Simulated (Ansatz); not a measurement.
# C₂H₄BClS: basis-set convergence

The task here is to estimate one member of a computed series from the others.

Program: Ansatz 0.2.0, Gaussian basis. Level of theory: one geometry, several basis sets. These are calculated values, not measurements.

Levels to be run: PBE0-D4/def2-SVP; ωB97M-V/def2-SVP; PBE0-D4/def2-QZVPP; ωB97M-V/def2-QZVPP; the functionals' def2-TZVPP values are taken from earlier runs.

**Structure used throughout**

The geometry comes from an earlier relaxation with PBE0-D4 in a triple-zeta def2 set; it is a stationary point, not always the lowest conformer.

SMILES `BSC(=C)Cl`, 9 atoms, charge 0, spin multiplicity 1.

Atoms are counted from 1 here; the program's logs count them from 0.

Bond lengths: B1–S2 1.754 Å, B1–H6 1.192 Å, B1–H7 1.186 Å, S2–C3 1.768 Å, C3–C4 1.327 Å, C3–Cl5 1.717 Å, C4–H8 1.083 Å, C4–H9 1.082 Å. Angles: S2–B1–H6 112.7°, S2–B1–H7 123.4°, H6–B1–H7 123.8°, B1–S2–C3 109.9°, S2–C3–C4 119.0°, S2–C3–Cl5 119.9°, C4–C3–Cl5 121.0°, C3–C4–H8 120.0°, C3–C4–H9 121.2°, H8–C4–H9 118.8°.

The first run:

Input file in.yaml:

```yaml
crystal:
  periodic: [false, false, false]
  atoms:
    - {symbol: B, position_ang: [0.144788, -0.066421, -2.142967]}
    - {symbol: S, position_ang: [-0.406481, 0.790109, -0.714923]}
    - {symbol: C, position_ang: [0.041711, -0.110593, 0.738653]}
    - {symbol: C, position_ang: [-0.303337, 0.370875, 1.926086]}
    - {symbol: Cl, position_ang: [0.912605, -1.583509, 0.599755]}
    - {symbol: H, position_ang: [-0.132546, 0.498604, -3.154968]}
    - {symbol: H, position_ang: [0.730428, -1.097063, -2.101678]}
    - {symbol: H, position_ang: [-0.852797, 1.301552, 1.994513]}
    - {symbol: H, position_ang: [-0.045971, -0.149852, 2.838429]}
basis:
  gaussian: {orbitals: def2-SVP}
hamiltonian: {xc: pbe0, dispersion: d4}
output: {orbitals: {seedname: orbitals}}
```

Among the steps run: PBE0-D4 in def2-SVP; ωB97M-V in def2-SVP; PBE0-D4 in def2-QZVPP; ωB97M-V in def2-QZVPP.

One table of the session follows, with a row left open; its other results are not shown here.

It belongs to the step «Functionals by basis». 

| functional | basis | HOMO (eV) |
| --- | --- | --- |
| PBE0-D4 | def2-SVP | -7.33 |
| PBE0-D4 | def2-TZVPP | -7.38 |
| PBE0-D4 | def2-QZVPP | -7.40 |
| ωB97M-V | def2-SVP | -9.38 |
| ωB97M-V | def2-TZVPP | ? |
| ωB97M-V | def2-QZVPP | -9.48 |

**Question.** Estimate the row for ωB97M-V, def2-TZVPP.

The run gave: HOMO (eV): -9.46. In the column «HOMO (eV)» it lies between ωB97M-V, def2-QZVPP (-9.48) and ωB97M-V, def2-SVP (-9.38).
